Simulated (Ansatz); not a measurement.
Task: a ranking of polymorphs by energy of 2 structures of ZrC, with Ansatz 0.2.0, Python API. Give the script and its output. Settings (first run): PBEsol, PAW, cutoff 520 eV, 15×15×15 k-points, Fermi-Dirac smearing of 0.05 eV.

Script `polymorphs_zrc.py`:
```python
"""Polymorphs of ZrC, after relaxing cells and atoms."""

import warnings

import ansatz as az
import numpy as np
import pandas as pd
import spglib

PHASES = {
    "Fm-3m": (
        [(0.0, 2.365, 2.365), (2.365, 0.0, 2.365), (2.365, 2.365, 0.0)],
        [
            ("Zr", (0.5, 0.5, 0.5)),
            ("C", (0.0, 0.0, 0.0)),
        ],
    ),
    "P6_3/mmc": (
        [(3.39147627, 0.0, 0.0), (-1.69573814, 2.93710461, 0.0), (0.0, 0.0, 5.290053)],
        [
            ("Zr", (1 / 3, 2 / 3, 0.25)),
            ("Zr", (2 / 3, 1 / 3, 0.75)),
            ("C", (0.0, 0.0, 0.0)),
            ("C", (0.0, 0.0, 0.5)),
        ],
    ),
}


def build(vectors, sites):
    crystal = az.Crystal(lattice=az.Lattice.of(vectors))
    for symbol, position in sites:
        crystal = crystal.atom(symbol, position)
    return crystal


def ground_state(name, crystal):
    calc = crystal.calculation()
    calc = calc.scf(tolerance=1e-10)
    calc = calc.functional("pbesol")
    calc = calc.basis(520).kpoints(spacing=0.16)
    calc = calc.occupations("fermi_dirac", width=0.05)
    calc = calc.stress()
    calc = calc.band_table()
    calc = calc.relax(force_tolerance=0.01, max_steps=60, cell=True)
    return calc.run()


def space_group(outcome):
    sites = outcome.report["lattice"]["sites"]
    kinds = sorted({site["symbol"] for site in sites})
    cell = (outcome.lattice.cell_ang, [site["position_frac"] for site in sites], [kinds.index(site["symbol"]) for site in sites])
    return spglib.get_spacegroup(cell, symprec=0.01)


def pressure_gpa(outcome):
    return float(np.trace(outcome.report["stress_gpa"]) / 3)


def volume_per_atom(outcome):
    return abs(np.linalg.det(outcome.lattice.cell_ang)) / len(outcome.lattice.sites)

warnings.simplefilter("ignore", az.DeckWarning)

phases = {name: build(*cell) for name, cell in PHASES.items()}

done = {}
for name, crystal in phases.items():
    try:
        done[name] = ground_state(name, crystal)
    except az.NonConvergedError as error:
        print(name, "did not converge:", str(error)[:120])

energy = {name: o.report["energy_sigma0_ev"] / len(o.lattice.sites) for name, o in done.items()}
lowest = min(energy.values())
rows = [(name, len(o.lattice.sites), 1000 * (energy[name] - lowest), space_group(o), pressure_gpa(o), volume_per_atom(o)) for name, o in done.items()]
rows.sort(key=lambda row: row[2])
print(pd.DataFrame(rows, columns=["phase", "atoms", "dE (meV/atom)", "space group", "P (GPa)", "V (A^3/atom)"]).round(4).to_string(index=False))
```

```console
$ python polymorphs_zrc.py
   phase  atoms  dE (meV/atom)    space group  P (GPa)  V (A^3/atom)
   Fm-3m      2         0.0000    Fm-3m (225)  -0.0034       12.7222
P6_3/mmc      4       158.7707 P6_3/mmc (194)   0.0013       12.7024
```

By space group at the end of each run: Fm-3m (+0 meV an atom, 12.7 Å³) and P6_3/mmc (+159 meV an atom, 12.7 Å³).

Spin is left out of this run. Of the deposited cell: the entry's cell lengths or inner coordinates differ somewhat from later room-temperature determinations. Pressure is positive in compression. The cells come from databases of deposited and of computed structures, and not all need be stable phases. The ranking holds among these structures alone, at zero temperature; the ground state may be another structure. Differences under 10 to 15 meV an atom lie within the error of mesh and functional. Timing: 88 s on 1 thread of Arm Neoverse V1, with other jobs on the host, peak memory 0.59 GiB.
